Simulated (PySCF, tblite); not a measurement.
**C₃H₁₀SSi₂: geometry, infrared bands and NMR shifts**

Aim: predict the infrared bands and NMR shifts of C₃H₁₀SSi₂ (`CS[SiH2]/C=C\[SiH3]`).

The runs use tblite 0.8.0 and PySCF 2.14.0, with density-fitted response routines of our own; the level of theory stands in each step. All values are computed, except where a source is named. Atoms are numbered from 0 throughout.

**1. The starting structure**

16 atoms, charge 0, multiplicity 1; geometry from: force field or distance geometry start.

Bonds of the start (Å): C0–S1 1.81, S1–Si2 2.14, Si2–C3 1.85, C3–C4 1.35, C4–Si5 1.83, C0–H6 1.10, C0–H7 1.09, C0–H8 1.10, Si2–H9 1.48, Si2–H10 1.48, C3–H11 1.07, C4–H12 1.09, Si5–H13 1.48, Si5–H14 1.48, Si5–H15 1.50.

**2. Relaxing the molecule with GFN2-xTB**

The job: settings as JSON, then the geometry in Å.

```
{"job": {"kind": "relax", "xc": "GFN2-xTB", "basis": "xTB"}, "charge": 0, "multiplicity": 1}
C      2.336400    -0.784100    -0.404500
S      2.506800     0.902000     0.222200
Si     0.612700     1.310000     1.120300
C     -0.628200     1.401800    -0.253100
C     -1.567000     0.513900    -0.632100
Si    -2.014100    -1.140200     0.022700
H      1.566800    -0.816500    -1.190800
H      3.284600    -1.101600    -0.831300
H      2.065500    -1.478300     0.399600
H      0.275500     0.227400     2.078700
H      0.665500     2.614700     1.817300
H     -0.544000     2.325000    -0.792100
H     -2.195900     0.783500    -1.477800
H     -3.021800    -1.771800    -0.852100
H     -0.796800    -1.982100     0.068900
H     -2.553600    -0.994900     1.410600
```

Command:

```
$ OMP_NUM_THREADS=1 python probes_run.py task.json out
```

One launch serves the whole session: the jobs run in the order shown.

**Question.** This job is followed by: GFN2-xTB harmonic vibrations, gas phase; GIAO PBE0/pcSseg-1 NMR shielding, non-relativistic, gas phase. Predict these results of the whole session: strongest single infrared mode (GFN2-xTB); zero-point energy (GFN2-xTB); ¹³C shifts against TMS (PBE0/pcSseg-1); ¹H shifts against TMS (PBE0/pcSseg-1, means over atoms taken as alike); ³³S shifts against CS2 (PBE0/pcSseg-1); ²⁹Si shifts against TMS (PBE0/pcSseg-1); surface potential, 1st and 99th percentile.

**Answer**, as computed:

```
                                                              quantity                             value
                             strongest single infrared mode (GFN2-xTB)              713 cm⁻¹, 388 km/mol
                                          zero-point energy (GFN2-xTB)                     69.2 kcal/mol
                                ¹³C shifts against TMS (PBE0/pcSseg-1)            155.6, 150.6, 13.9 ppm
¹H shifts against TMS (PBE0/pcSseg-1, means over atoms taken as alike)  7.30, 7.14, 4.99, 4.17, 1.98 ppm
                                ³³S shifts against CS2 (PBE0/pcSseg-1)                          -200 ppm
                               ²⁹Si shifts against TMS (PBE0/pcSseg-1)                  -38.7, -84.8 ppm
                                 surface potential, 1st and 99th percentile                -1.06 V and 1.06 V
```

In words: Relaxing lowered the energy by 0.151 eV in 79 steps; the close pair that moved most is C4–Si5, from 1.834 to 1.885 Å. All 42 modes are real, so the xTB geometry is a minimum. The strongest single mode, at 713 cm⁻¹, is spread over many atoms; the largest shares are those of H10, H9. GFN2-xTB is a fitted tight-binding method: band positions and strengths are rough. Its intensities can rank the bands wrongly. By nearest atom (PBE0/pcSseg-1), the HOMO sits on S1 78 % and the LUMO on C3, C4 about 26 % each; Si2 7 %.
